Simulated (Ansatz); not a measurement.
BaH4:

```
CELL_PARAMETERS angstrom
2.29082 1.32260 3.53625
-2.29082 1.32260 3.53625
0.00000 -2.64521 3.53625
ATOMIC_POSITIONS crystal
Ba 0.00000 0.00000 0.00000
H 0.74087 0.74087 0.74087
H 0.25913 0.25913 0.25913
H 0.46369 0.46369 0.46369
H 0.53631 0.53631 0.53631
```

The cell was built by a generator and needn't be a form met in nature.

Base run:

* Program: Ansatz 0.2.0
* Functional: PBEsol
* Potentials or basis: Ansatz PAW
* Cutoff: 420 eV
* Density cutoff: 1680 eV
* k mesh: 5 × 5 × 5
* Occupations: fermi-dirac, width 0.05 eV
* Spin: no spin polarisation

Its results: band gap on the k mesh 2.55 eV, indirect (least direct gap 3.00 eV); pressure -1.6 GPa; largest force 0.471 eV/Å.

The run is repeated on the same cell with these changes: functional from PBEsol to RPBE. What comes out?

Band gap on the k mesh 2.90 eV, indirect (least direct gap 3.31 eV); pressure 1.5 GPa; largest force 0.285 eV/Å.

RPBE binds less tightly than PBEsol, so the same cell stands under more pressure.

Caveats: the k mesh misses the band edges, so the gap on the mesh is wider than the one along the path; spin-orbit coupling is left out, which moves the levels of the heavy elements; the PAW data sets come from PBE, with cores solved anew for the run's functional, which leaves a small shift of forces and pressure; the potentials were made for another functional, which shifts forces and pressure (some runs).

Not every run made on this cell is shown here.
